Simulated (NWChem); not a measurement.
# AlSi2H5O (SMILES [SiH3][Al]1[O][SiH2]1) at 6 levels

We compute a comparison of 6 runs (HF/STO-3G, HF/3-21G, B3LYP/6-31G*, M06-2X/6-31G*, PBE0/6-31G*) of AlSi2H5O. 

The results are computed with NWChem 7.3.0.

7 further runs of the same task are left out: 4 that didn't finish, 3 set aside as unsound or not needed. Runs told in other sessions of the task aren't counted.

## (1) The structure to begin with

The species is AlSi2H5O (9 atoms), meant as a singlet with charge 0. SMILES: `[SiH3][Al]1[O][SiH2]1`. The Si4–H8 distance was set to 3.277 Å, away from the relaxed value. At this shape a bond of the SMILES string is far longer than usual.

Bond lengths: Si1–Al2 2.450 Å, Al2–O3 1.745 Å, Al2–Si4 2.280 Å, O3–Si4 1.688 Å, Si1–H5 1.488 Å, Si1–H6 1.489 Å, Si1–H7 1.487 Å, Si4–H9 1.490 Å. Some angles: Si1–Al2–O3 129.7°, Si1–Al2–Si4 177.0°, O3–Al2–Si4 47.3°, Al2–O3–Si4 83.2°, Al2–Si4–O3 49.5°, Al2–Si1–H5 109.6°, Al2–Si1–H6 109.4°, Al2–Si1–H7 111.5°, Al2–Si4–H9 126.3°, O3–Si4–H9 114.1°.

## (2) A single-point energy at HF/STO-3G (run 1)

alh5osi2.nw

```
start alh5osi2
title "AlH5OSi2"
memory total 2200 mb

geometry units angstroms noautosym nocenter noautoz
Si    -0.562538     3.457018    -0.934011
Al    -0.034538     1.591018     0.563489
O      1.483062     0.774618     0.834989
Si     0.568962    -0.137782     1.921589
H     -1.673438     3.066618    -1.844211
H     -1.009738     4.626318    -0.128611
H      0.616862     3.852718    -1.749511
H      0.403300    -3.327600     1.187000
H      1.019362    -0.030082     3.337589
end

basis spherical bse
Si library STO-3G
Al library STO-3G
O library STO-3G
H library STO-3G
end

scf
thresh 1e-08
maxiter 80
end

task scf energy
```

On the command line:

```sh
$ nwchem alh5osi2.nw > alh5osi2.out
```

What it wrote:

```text
[...]
  functions       =    37
[...]
  wavefunction    = RHF
[...]
         Total SCF energy =   -886.625876079921
      One-electron energy =  -1698.055933703146
      Two-electron energy =    580.762882463588
 Nuclear repulsion energy =    230.667175159637
        Time for solution =      5.2s
[...]
```

It took 6 s on 1 thread of Intel Xeon Platinum 8259CL at 2.50GHz (Skylake/Cascade Lake), shared host; peak memory 0.098 GiB.

## (3) A single-point energy at HF/3-21G (run 2)

input.xyz

```xyz
9
AlH5OSi2
Si    -0.562538     3.457018    -0.934011
Al    -0.034538     1.591018     0.563489
O      1.483062     0.774618     0.834989
Si     0.568962    -0.137782     1.921589
H     -1.673438     3.066618    -1.844211
H     -1.009738     4.626318    -0.128611
H      0.616862     3.852718    -1.749511
H      0.403300    -3.327600     1.187000
H      1.019362    -0.030082     3.337589
```

input.nw

```
START input
TITLE "AlH5OSi2"
memory 2200 mb

GEOMETRY noautosym nocenter noautoz
load input.xyz
END

BASIS spherical bse
* library 3-21G
END

SCF
nopen 0
rhf
thresh 1e-08
maxiter 80
noprint "final vectors analysis"
END

TASK scf energy
```

On the command line:

```sh
$ nwchem input.nw > input.out
```

What it wrote:

```text
[...]
  functions       =    58
[...]
  wavefunction    = RHF
[...]
         Total SCF energy =   -892.551499367329
      One-electron energy =  -1698.186930989566
      Two-electron energy =    574.968256462599
 Nuclear repulsion energy =    230.667175159637
        Time for solution =      4.5s
[...]
```

Wall time 5.4 s (1 thread of Intel Xeon Platinum 8259CL at 2.50GHz (Skylake/Cascade Lake), shared host); peak memory 0.098 GiB.

Runs 3 to 5 aren't shown in full; the table further down has their settings and results.

## (4) The energy at B3LYP/6-31G(d) (Cartesian functions) (run 6)

alh5osi2.nw

```
START alh5osi2
TITLE "AlH5OSi2 B3LYP"
memory stack 880 mb heap 220 mb global 1100 mb

GEOMETRY units angstrom noautosym nocenter noautoz
  Si    -0.562538     3.457018    -0.934011
  Al    -0.034538     1.591018     0.563489
  O      1.483062     0.774618     0.834989
  Si     0.568962    -0.137782     1.921589
  H     -1.673438     3.066618    -1.844211
  H     -1.009738     4.626318    -0.128611
  H      0.616862     3.852718    -1.749511
  H      0.403300    -3.327600     1.187000
  H      1.019362    -0.030082     3.337589
END

BASIS
  * library 6-31G*
END

DFT
  xc b3lyp
  mult 1
  grid xfine
  convergence energy 1e-08
  iterations 100
  mulliken
  print medium
END

TASK dft energy
```

On the command line:

```sh
$ nwchem alh5osi2.nw > alh5osi2.out
```

What it wrote:

```text
[...]
          Wavefunction type:  closed shell.
          No. of atoms     :     9
          No. of electrons :    54
[...]
          Charge           :     0
          Spin multiplicity:     1
[...]
          AO basis - number of functions:    82
[...]
              XC Information
              --------------
                         B3LYP Method XC Potential
                     Hartree-Fock (Exact) Exchange  0.200
                        Slater Exchange Functional  0.800 local
                    Becke 1988 Exchange Functional  0.720 non-local
              Lee-Yang-Parr Correlation Functional  0.810
                  VWN I RPA Correlation Functional  0.190 local
[...]
 d= 0,ls=0.0,diis     1   -899.3519649197 -1.13D+03  4.22D-02  1.10D+00     5.4
[...]
 d= 0,ls=0.0,diis    14   -899.5235298466 -6.07D-10  3.32D-07  1.25D-10    62.3
         Total DFT energy =     -899.523529846637
      One electron energy =    -1704.729561938325
           Coulomb energy =      645.400318571205
    Exchange-Corr. energy =      -70.861461639154
 Nuclear repulsion energy =      230.667175159637
[...]
      Total Density - Mulliken Population Analysis
     ---------------------------------------------
    Atom       Charge   Shell Charges
 -----------   ------   -------------------------------------------------------
    1 Si  14    13.92   2.00  1.99  5.96  1.05  1.99  0.31  0.52  0.09
    2 Al  13    12.53   2.00  1.99  5.96  1.01  1.08  0.24  0.16  0.08
    3 O    8     8.60   1.99  0.90  2.87  0.99  1.82  0.01
    4 Si  14    13.62   2.00  1.99  5.96  1.14  1.53  0.35  0.54  0.10
    5 H    1     1.04   0.50  0.54
    6 H    1     1.04   0.50  0.54
    7 H    1     1.03   0.50  0.53
    8 H    1     1.16   0.34  0.82
    9 H    1     1.06   0.50  0.56
[...]
```

Wall time 63 s (1 thread of Intel Xeon Platinum 8259CL at 2.50GHz (Skylake/Cascade Lake), shared host); peak memory 0.14 GiB.

## (5) All runs side by side

```tsv
run	level	iteration cap	module	energy (Eh)	dipole moment (D)	wall time
1	HF/STO-3G	80	scf	-886.625876	6.54	6 s
2	HF/3-21G	80	scf	-892.551499	5.68	5.4 s
3	B3LYP/6-31G* (spherical functions)	100	dft	-899.517242	5.05	53 s
4	M06-2X/6-31G* (spherical functions)	100	dft	-899.330517	5.11	74 s
5	PBE0/6-31G* (spherical functions)	100	dft	-899.007900	4.97	54 s
6	B3LYP/6-31G* (Cartesian functions)	100	dft	-899.523530	5.05	63 s
```

## (6) Summary of results

| quantity | value |
| --- | --- |
| run 6: total energy | -899.52353 Eh |
| run 6: dipole moment | 5.05 D |
| run 6: HOMO energy | -5.47 eV |
| run 6: LUMO energy | -3.37 eV |
| run 6: HOMO–LUMO gap | 2.10 eV |

**Reading.** The dipole moment (its size) runs from 4.97 D (PBE0/6-31G*) to 6.54 D (HF/STO-3G). The two ends differ in method and basis. Over runs 1, 3, 6 the HOMO–LUMO gap runs from 2.10 eV (B3LYP/6-31G*) to 5.30 eV (HF/STO-3G). Totals of different functionals can't be ranked against each other. In run 1 the basis is minimal, so the values are rough. In all runs a closed-shell determinant meets a far-stretched bond; if it breaks into open shells, such a determinant describes it badly, and no broken-symmetry solution was shown. All runs together took 4.3 min, the longest 74 s.
